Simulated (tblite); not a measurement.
# C4H10BF2NSi: the cost of one run

Programs: tblite 0.8.0 and PySCF 2.14.0, with density-fitted response routines of our own. Each step states its level of theory. These are calculated values for one molecule, in the gas phase or a continuum, unless marked as measured. Atoms count from 0, in the outputs and in this text.

### 1 The starting structure

19 atoms, charge 0, multiplicity 1; geometry from: force field or distance geometry start.

Bonds of the start (Å): F0–B1 1.44, B1–F2 1.46, B1–Si3 1.95, Si3–N4 1.77, N4–C5 1.44, C5–C6 1.52, C6–C7 1.51, C7–C8 1.53, C8–N4 1.43, Si3–H9 1.49, Si3–H10 1.48, C5–H11 1.12, C5–H12 1.11, C6–H13 1.12, C6–H14 1.12, C7–H15 1.11, C7–H16 1.10, C8–H17 1.12, C8–H18 1.10.

### 2 Relaxing the molecule with GFN2-xTB

The job: settings as JSON, then the geometry in Å.

```
{"job": {"kind": "relax", "xc": "GFN2-xTB", "basis": "xTB"}, "charge": 0, "multiplicity": 1}
F      2.877900     1.875700     0.255800
B      3.113100     0.513900    -0.148900
F      4.466900     0.011500     0.068900
Si     1.677400    -0.782600    -0.360300
N      0.119800     0.023200    -0.578700
C     -0.225500     0.881000     0.529900
C     -1.630500     0.500000     0.960400
C     -2.159000    -0.017800    -0.361600
C     -0.975800    -0.866300    -0.820500
H      1.701600    -1.656400     0.841500
H      2.005000    -1.559600    -1.576600
H     -0.316600     1.906500     0.100900
H      0.492500     0.833100     1.369100
H     -1.609700    -0.333800     1.708800
H     -2.202300     1.384100     1.330700
H     -2.256100     0.809100    -1.097400
H     -3.086400    -0.603800    -0.252100
H     -0.915900    -1.729100    -0.110900
H     -1.086200    -1.179800    -1.866600
```

Launch:

```sh
$ OMP_NUM_THREADS=1 python probes_run.py task.json out
```

The driver reads the jobs from task.json and runs them one after another.

**Question.** How long does this first job take on 1 thread of Arm Neoverse N1, shared host, and how much memory does it need?

About 1.4 s, with a peak of 0.18 GiB.
